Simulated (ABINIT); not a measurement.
# NbTe (P-6m2) in ABINIT: settings compared

The runs below take NbTe through relaxation of cell and atoms, with PBE, PBE+D3.

Program: ABINIT 10.8.3 (patched build). These are calculated values, not measurements. Logs are shortened: lines on timing, memory, paths and dates and some standing lists are left out, and cuts for length are marked. The log counts tension as positive stress, the text compression.

### 1 The crystal as given

The structure is hexagonal, space group P-6m2 (No. 187). The conventional cell has a = 3.703 Å, b = 3.703 Å, c = 3.694 Å, α = 90.00°, β = 90.00°, γ = 120.00°. Te (site symmetry -6m2) is surrounded by 6 Nb at 2.83 Å. Nb (site symmetry -6m2) has 6 Te at 2.83 Å as nearest neighbours.

The cell comes from a database or a generator and needn't be the stable form of this composition.

### 2 Relaxation of cell and atoms, PBE

Contents of run.py:

```python
import json, os
import numpy as np
from ase.constraints import FixSymmetry
from ase.optimize import LBFGS
from ase.filters import FrechetCellFilter
from ase.units import GPa
from ase.calculators.abinit import Abinit, AbinitProfile
from ase import Atoms

atoms = Atoms(['Te', 'Nb'],
              cell=[[3.7029743866, 0.0, 0.0], [-1.8514871933, 3.2068698884, 0.0], [0.0, 0.0, 3.694211]],
              scaled_positions=[[0.6666666667, 0.3333333333, 0.0], [0.0, 0.0, 0.5]],
              pbc=True)

profile = AbinitProfile(command='abinit', pp_paths=[os.path.abspath('pseudos')])
params = dict(
    pps='pawxml', xc='PBE',
    chksymtnons=0,
    tolsym=1e-05,
    ecut=435.3822,
    pawecutdg=870.7644,
    pawxcdev=0,
    kptopt=1,
    ngkpt=[8, 8, 7],
    nshiftk=1,
    shiftk=[0.0, 0.0, 0.0],
    ixc=11,
    nband=14,
    occopt=3,
    tsmear=0.05,
    nstep=100,
    tolvrs=1e-09,
    prtwf=0,
    prtden=0,
    ecutsm=0.5,
)

atoms.calc = Abinit(profile=profile, directory='run', **params)
atoms.set_constraint(FixSymmetry(atoms, symprec=1e-4))
opt = LBFGS(FrechetCellFilter(atoms), trajectory='opt.traj')
converged = opt.run(fmax=0.05, steps=30)
print('converged', converged)
print('cell (A)', np.round(atoms.cell[:], 5).tolist())
energy = atoms.get_potential_energy()
forces = atoms.get_forces()
stress = atoms.get_stress()
print(f'energy {energy:.6f} eV')
print('forces (eV/A)')
print(np.round(forces, 5))
print('stress (GPa, Voigt, tension positive)', np.round(stress / GPa, 4))
json.dump(dict(energy=energy, forces=forces.tolist(), stress=stress.tolist(), cell=atoms.cell.tolist(), frac=atoms.get_scaled_positions(wrap=False).tolist()), open('results.json', 'w'))
```

Potentials or basis: JTH PAW PBE v2.0.

On the command line:

```bash
$ python run.py
```

What it wrote:

```text
Step          Energy          fmax
LBFGS:    0    -1792.135339        0.099460
LBFGS:    1    -1792.135528        0.078303
LBFGS:    2    -1792.135878        0.038748
converged True
cell (A) [[3.69988, 0.0, 0.0], [-1.84994, 3.20419, 0.0], [0.0, 0.0, 3.70898]]
energy -1792.135878 eV
forces (eV/A)
[[0. 0. 0.]
 [0. 0. 0.]]
stress (GPa, Voigt, tension positive) [0.2824 0.2824 0.0588 0.     0.     0.    ]
```

abinit.in:

```text
chksymtnons 0
ecut 435.3822 eV
ecutsm 0.5
ixc 11
kptopt 1
natom 2
nband 14
ngkpt
8 8 7
nshiftk 1
nsppol 1
nstep 100
occopt 3
pawecutdg 870.7644 eV
pawxcdev 0
prtden 0
prtwf 0
shiftk
0.0 0.0 0.0
tolsym 1e-05
tolvrs 1e-09
tsmear 0.05 eV
#Definition of the unit cell
acell
1.00000000000000 1.00000000000000 1.00000000000000 Angstrom
rprim
3.69987896182147 0.00000000000000 0.00000000000000
-1.84993948091074 3.20418917186499 0.00000000000000
0.00000000000000 0.00000000000000 3.70897517428668
chkprim 0 # Allow non-primitive cells
#Definition of the atom types
ntypat 2
znucl 41 52
#Enumerate different atomic species
typat
 2 1
pseudos "./pseudos/Nb.GGA_PBE-JTH.xml,
./pseudos/Te.GGA_PBE-JTH.xml"
#Definition of the atoms
xcart
3.49587896864381 2.01834666319719 0.00000000000000
0.00000000034959 -0.00000000020183 3.50447364346505
chkexit 1 # abinit.exit file in the running directory terminates after the current SCF
```

abinit.abo:

```text
.Version 10.8.3 of ABINIT
 Symmetries : space group P-6 m 2 (#187); Bravais hP (primitive hexag.)
================================================================================
 Values of the parameters that define the memory need of the present run
     intxc =       0    ionmov =       0      iscf =      17    lmnmax =      18
     lnmax =       6     mgfft =      27  mpssoang =       3    mqgrid =    3001
     natom =       2  nloc_mem =       2    nspden =       1   nspinor =       1
    nsppol =       1      nsym =      12    n1xccc =       1    ntypat =       2
    occopt =       3   xclevel =       2
       mpw =         926          nfft =       19683          nkpt =          40
 PAW method is used; the additional fine FFT grid is defined by:
   mgfftf=        36    nfftf =     46656
================================================================================
================================================================================

--------------------------------------------------------------------------------
------------- Echo of variables that govern the present computation ------------
--------------------------------------------------------------------------------
 -outvars: echo values of preprocessed input variables --------
            acell      1.8897261259E+00  1.8897261259E+00  1.8897261259E+00 Bohr
              amu      9.29063800E+01  1.27600000E+02
          chkexit           1
          chkprim           0
      chksymtnons           0
             ecut      1.60000007E+01 Hartree
           ecutsm      5.00000000E-01 Hartree
              ixc          11
         kptrlatt        8    0    0      0    8    0      0    0    7
          kptrlen      4.90626310E+01
            natom           2
            nband          14
            ngfft          27      27      27
          ngfftdg          36      36      36
             nkpt          40
            nstep         100
             nsym          12
           ntypat           2
           occopt           3
        pawecutdg      3.20000015E+01 Hartree
         pawxcdev           0
           prtden           0
            prtwf           0
            rprim      3.6998789618E+00  0.0000000000E+00  0.0000000000E+00
                      -1.8499394809E+00  3.2041891719E+00  0.0000000000E+00
                       0.0000000000E+00  0.0000000000E+00  3.7089751743E+00
          spgroup         187
           tolvrs      1.00000000E-09
           tsmear      1.83746611E-03 Hartree
            typat      2  1
           useylm           1
           xangst      1.8499394810E+00  1.0680630571E+00  0.0000000000E+00
                       1.1563389250E-10 -1.4685073775E-10  1.8544875871E+00
            xcart      3.4958789686E+00  2.0183466632E+00  0.0000000000E+00
                       2.1851638770E-10 -2.7750767573E-10  3.5044736436E+00
             xred      6.6666666668E-01  3.3333333329E-01  0.0000000000E+00
                       8.3379969595E-12 -4.5830857628E-11  5.0000000000E-01
            znucl       41.00000   52.00000

================================================================================

 chkinp: Checking input parameters for consistency.

================================================================================
== DATASET  1 ==================================================================

--- !DatasetInfo
iteration_state: {dtset: 1, }
dimensions: {natom: 2, nkpt: 40, mband: 14, nsppol: 1, nspinor: 1, nspden: 1, mpw: 926, }
cutoff_energies: {ecut:  16.0, pawecutdg:  32.0, }
electrons: {nelect:   1.90000000E+01, charge:   0.00000000E+00, occopt:   3.00000000E+00, tsmear:   1.83746611E-03, }
meta: {optdriver: 0, ionmov: 0, optcell: 0, iscf: 17, paral_kgb: 0, }
...

 Exchange-correlation functional for the present dataset will be:
  GGA: Perdew-Burke-Ernzerhof functional - ixc=11
[... 87 lines left out ...]
- [  8.3380E-12,  -4.5831E-11,   5.0000E-01, Nb]
cartesian_forces: # hartree/bohr
- [ -1.92558527E-29,   1.11173718E-29,  -0.00000000E+00, ]
- [  1.92558527E-29,  -1.11173718E-29,  -0.00000000E+00, ]
force_length_stats: {min:   2.22347435E-29, max:   2.22347435E-29, mean:   2.22347435E-29, }
...

 Integrated electronic density in atomic spheres:
 ------------------------------------------------
 Atom  Sphere_radius  Integrated_density
    1        2.31107          3.20255451
    2        2.22094         10.16909385

================================================================================

 ----iterations are completed or convergence reached----

 Mean square residual over all n,k,spin=   44.879E-09; max=  68.465E-07
 reduced coordinates (array xred) for    2 atoms
       0.666666666675      0.333333333288      0.000000000000
       0.000000000008     -0.000000000046      0.500000000000
 rms dE/dt=  1.0993E-28; max dE/dt=  1.3463E-28; dE/dt below (all hartree)
    1       0.000000000000     -0.000000000000      0.000000000000
    2      -0.000000000000      0.000000000000      0.000000000000

 cartesian coordinates (angstrom) at end:
    1      1.84993948102637     1.06806305714148     0.00000000000000
    2      0.00000000011563    -0.00000000014685     1.85448758714334

 cartesian forces (hartree/bohr) at end:
    1     -0.00000000000000     0.00000000000000    -0.00000000000000
    2      0.00000000000000    -0.00000000000000    -0.00000000000000
 frms,max,avg= 1.2837235E-29 1.9255853E-29   0.000E+00  0.000E+00  0.000E+00 h/b

 cartesian forces (eV/Angstrom) at end:
    1     -0.00000000000000     0.00000000000000    -0.00000000000000
    2      0.00000000000000    -0.00000000000000    -0.00000000000000
 frms,max,avg= 6.6011717E-28 9.9017576E-28   0.000E+00  0.000E+00  0.000E+00 e/A
 length scales=  1.889726125908  1.889726125908  1.889726125908 bohr
              =  1.000000000000  1.000000000000  1.000000000000 angstroms
 Fermi (or HOMO) energy (hartree) =   0.07779   Average Vxc (hartree)=  -0.41488
 Eigenvalues (hartree) for nkpt=  40  k points:
 kpt#   1, nband= 14, wtk=  0.00223, kpt=  0.0000  0.0000  0.0000 (reduced coord)
  -1.96698   -1.09220   -1.08480   -1.08480   -0.44777   -0.03718   -0.03718   -0.03336
  -0.01204    0.08492    0.08492    0.16603    0.16603    0.18073
      occupation numbers for kpt#   1
   2.00000    2.00000    2.00000    2.00000    2.00000    2.00000    2.00000    2.00000
   2.00000    0.04031    0.04031    0.00000    0.00000    0.00000
 prteigrs : prtvol=0 or 1, do not print more k-points.

--- !EnergyTerms
iteration_state     : {dtset: 1, }
comment             : Components of total free energy in Hartree
kinetic             :  1.55774696892491E+01
hartree             :  1.34059231238763E+01
xc                  : -1.06576409201924E+01
Ewald energy        : -5.22857915689240E+01
psp_core            :  8.05677346928272E+00
local_psp           : -5.33325392668974E+01
PAW spherical_terms :  1.33764580558589E+01
internal            : -6.58593474177468E+01
'-kT*entropy'       : -4.31357027332165E-04
total_energy        : -6.58597787747742E+01
total_energy_eV     : -1.79213587831524E+03
...

--- !EnergyTermsDC
iteration_state     : {dtset: 1, }
comment             : '"Double-counting" decomposition of free energy'
band_energy         : -1.17525344905727E+01
Ewald energy        : -5.22857915689240E+01
psp_core            :  8.05677346928272E+00
xc_dc               : -1.32770532602248E+01
PAW spherical_terms :  3.39924043052494E+00
internal            : -6.58593654199139E+01
'-kT*entropy'       : -4.31357027332165E-04
total_energy_dc     : -6.58597967769412E+01
total_energy_dc_eV  : -1.79213636817916E+03
...

--- !EnergyTermsWithPAWCore
iteration_state     : {dtset: 1, }
comment             : 'Components of total free energy, including PAW core contributions'
Total energy        : -1.06145900570976E+04
Total energy DC     : -1.06145900750998E+04
Total energy (eV)   : -2.88837709886433E+05
Total energy DC (eV): -2.88837710376297E+05
...

 Cartesian components of stress tensor (hartree/bohr^3)
  sigma(1 1)=  9.59774808E-06  sigma(3 2)=  0.00000000E+00
  sigma(2 2)=  9.59774808E-06  sigma(3 1)=  0.00000000E+00
  sigma(3 3)=  1.99707817E-06  sigma(2 1)=  0.00000000E+00

-Cartesian components of stress tensor (GPa)         [Pressure= -2.0784E-01 GPa]
- sigma(1 1)=  2.82375497E-01  sigma(3 2)=  0.00000000E+00
- sigma(2 2)=  2.82375497E-01  sigma(3 1)=  0.00000000E+00
- sigma(3 3)=  5.87560684E-02  sigma(2 1)=  0.00000000E+00

== END DATASET(S) ==============================================================
================================================================================

 -outvars: echo values of variables after computation  --------
            acell      1.8897261259E+00  1.8897261259E+00  1.8897261259E+00 Bohr
           etotal     -6.5859796777E+01
            fcart     -1.9255852730E-29  1.1117371757E-29 -0.0000000000E+00
                       1.9255852730E-29 -1.1117371757E-29 -0.0000000000E+00
            rprim      3.6998789618E+00  0.0000000000E+00  0.0000000000E+00
                      -1.8499394809E+00  3.2041891719E+00  0.0000000000E+00
                       0.0000000000E+00  0.0000000000E+00  3.7089751743E+00
           strten      9.5977480751E-06  9.5977480751E-06  1.9970781735E-06
                       0.0000000000E+00  0.0000000000E+00  0.0000000000E+00
           xangst      1.8499394810E+00  1.0680630571E+00  0.0000000000E+00
                       1.1563389250E-10 -1.4685073775E-10  1.8544875871E+00
             xred      6.6666666668E-01  3.3333333329E-01  0.0000000000E+00
                       8.3379969595E-12 -4.5830857628E-11  5.0000000000E-01
 Calculation completed.
```

Wall time 49 s (1 thread of Arm Neoverse V1, shared host); peak memory 0.09 GiB.

Results:

- Free energy: -1792.1364 eV
- Relaxed volume: 21.99 Å³/atom
- Relaxed cell: a = 3.700 Å, b = 3.700 Å, c = 3.709 Å, α = 90.00°, β = 90.00°, γ = 120.00°
- Space group after relaxing (to 0.05 Å): P-6m2 (No. 187)
- Energy gained by relaxing: 0.3 meV/atom
- Ionic steps: 3
- Pressure after relaxing: -0.2 GPa
- Band gap on the k mesh: none (metal or under the smearing width)
- Valence electrons inside the program's atomic spheres: Te 3.20; Nb 10.17

Step by step:
```tsv
step	energy change (eV)	largest force (eV/Å)	pressure (GPa)	volume (Å³)
1	0.0000	0.0000	0.18	43.87
2	-0.0002	0.0000	0.10	43.89
3	-0.0005	0.0000	-0.21	43.97
```

Final structure:
```xyz
2
Lattice="3.6999 0.0000 0.0000 -1.8499 3.2042 0.0000 0.0000 0.0000 3.7090" Properties=species:S:1:pos:R:3 pbc="T T T"
Te    1.8499    1.0681    0.0000
Nb    0.0000    0.0000    1.8545
```

Caveat: the log and the count of SCF iterations are those of the last ABINIT call alone. The run has no spin-orbit coupling, so splittings on Te are missing.

### 3 Relaxation of cell and atoms, PBE+D3

run.py: that of step 2 with these lines changed.

```diff
@@ -6,2 +6,4 @@
 from ase.units import GPa
+from ase.calculators.mixing import SumCalculator
+from dftd3.ase import DFTD3
 from ase.calculators.abinit import Abinit, AbinitProfile
@@ -37,3 +39,3 @@
 
-atoms.calc = Abinit(profile=profile, directory='run', **params)
+atoms.calc = SumCalculator([Abinit(profile=profile, directory='run', **params), DFTD3(method='pbe', damping='d3zero')])
 atoms.set_constraint(FixSymmetry(atoms, symprec=1e-4))
```

Potentials or basis: JTH PAW PBE v2.0.

On the command line:

```bash
$ python run.py
```

What it wrote:

```text
Step          Energy          fmax
LBFGS:    0    -1792.989169        0.479575
LBFGS:    1    -1792.996569        0.338848
LBFGS:    2    -1793.003029        0.135410
LBFGS:    3    -1793.002960        0.115610
LBFGS:    4    -1793.004138        0.004150
converged True
cell (A) [[3.64714, -0.0, -0.0], [-1.82357, 3.15852, -0.0], [-0.0, -0.0, 3.69452]]
energy -1793.004138 eV
forces (eV/A)
[[0. 0. 0.]
 [0. 0. 0.]]
stress (GPa, Voigt, tension positive) [ 0.0312  0.0312  0.0181 -0.      0.      0.    ]
```

abinit.in:

```text
chksymtnons 0
ecut 435.3822 eV
ecutsm 0.5
ixc 11
kptopt 1
natom 2
nband 14
ngkpt
8 8 7
nshiftk 1
nsppol 1
nstep 100
occopt 3
pawecutdg 870.7644 eV
pawxcdev 0
prtden 0
prtwf 0
shiftk
0.0 0.0 0.0
tolsym 1e-05
tolvrs 1e-09
tsmear 0.05 eV
#Definition of the unit cell
acell
1.00000000000000 1.00000000000000 1.00000000000000 Angstrom
rprim
3.64714223755344 -0.00000000000000 -0.00000000000000
-1.82357111877672 3.15851782893650 -0.00000000000000
-0.00000000000000 -0.00000000000000 3.69451919897146
chkprim 0 # Allow non-primitive cells
#Definition of the atom types
ntypat 2
znucl 41 52
#Enumerate different atomic species
typat
 2 1
pseudos "./pseudos/Nb.GGA_PBE-JTH.xml,
./pseudos/Te.GGA_PBE-JTH.xml"
#Definition of the atoms
xcart
3.44604998581865 1.98957788655539 -0.00000000000000
0.00000000034461 -0.00000000019896 3.49081472635125
chkexit 1 # abinit.exit file in the running directory terminates after the current SCF
```

abinit.abo:

```text
.Version 10.8.3 of ABINIT
 Symmetries : space group P-6 m 2 (#187); Bravais hP (primitive hexag.)
================================================================================
 Values of the parameters that define the memory need of the present run
     intxc =       0    ionmov =       0      iscf =      17    lmnmax =      18
     lnmax =       6     mgfft =      27  mpssoang =       3    mqgrid =    3001
     natom =       2  nloc_mem =       2    nspden =       1   nspinor =       1
    nsppol =       1      nsym =      12    n1xccc =       1    ntypat =       2
    occopt =       3   xclevel =       2
       mpw =         900          nfft =       19683          nkpt =          40
 PAW method is used; the additional fine FFT grid is defined by:
   mgfftf=        36    nfftf =     46656
[... 251 lines left out ...]

 -outvars: echo values of variables after computation  --------
            acell      1.8897261259E+00  1.8897261259E+00  1.8897261259E+00 Bohr
           etotal     -6.5859247794E+01
            fcart     -4.8835718330E-30  2.8195315124E-30 -0.0000000000E+00
                       4.8835718330E-30 -2.8195315124E-30 -0.0000000000E+00
            rprim      3.6471422376E+00 -0.0000000000E+00 -0.0000000000E+00
                      -1.8235711188E+00  3.1585178289E+00 -0.0000000000E+00
                      -0.0000000000E+00 -0.0000000000E+00  3.6945191990E+00
           strten     -1.2723171401E-04 -1.2723171401E-04 -1.3387334400E-04
                       0.0000000000E+00  0.0000000000E+00  0.0000000000E+00
           xangst      1.8235711189E+00  1.0528392762E+00  0.0000000000E+00
                       1.1398413704E-10 -1.4475863293E-10  1.8472595995E+00
             xred      6.6666666668E-01  3.3333333329E-01  0.0000000000E+00
                       8.3374048406E-12 -4.5831190694E-11  5.0000000000E-01
 Calculation completed.
```

Run time: 82 s. Hardware: 1 thread of Arm Neoverse V1, shared host; peak memory 0.09 GiB.

Results:

```
Free energy                                           : -1793.0047 eV
Relaxed volume                                        : 21.28 Å³/atom
Relaxed cell                                          : a = 3.647 Å, b = 3.647 Å, c = 3.695 Å, α = 90.00°, β = 90.00°, γ = 120.00°
Space group after relaxing (to 0.05 Å)                : P-6m2 (No. 187)
Energy gained by relaxing                             : 7.5 meV/atom
Ionic steps                                           : 5
Pressure after relaxing                               : 0.0 GPa
Band gap on the k mesh                                : none (metal or under the smearing width)
Valence electrons inside the program's atomic spheres : Te 3.23; Nb 10.21
Dispersion energy per atom                            : -0.442 eV
```

The path:
```tsv
step	energy change (eV)	largest force (eV/Å)	pressure (GPa)	volume (Å³)
1	0.0000	0.0000	-3.31	43.87
2	-0.0074	0.0000	-2.21	43.44
3	-0.0139	0.0000	0.15	42.60
4	-0.0138	0.0000	0.10	42.60
5	-0.0150	0.0000	-0.03	42.56
```

Final structure:
```xyz
2
Lattice="3.6471 0.0000 0.0000 -1.8236 3.1585 0.0000 0.0000 0.0000 3.6945" Properties=species:S:1:pos:R:3 pbc="T T T"
Te    1.8236    1.0528    0.0000
Nb    0.0000    0.0000    1.8473
```

Caveat: the log and the count of SCF iterations are those of the last ABINIT call alone; pairwise dispersion overbinds metals, which lowers pressure and volume.
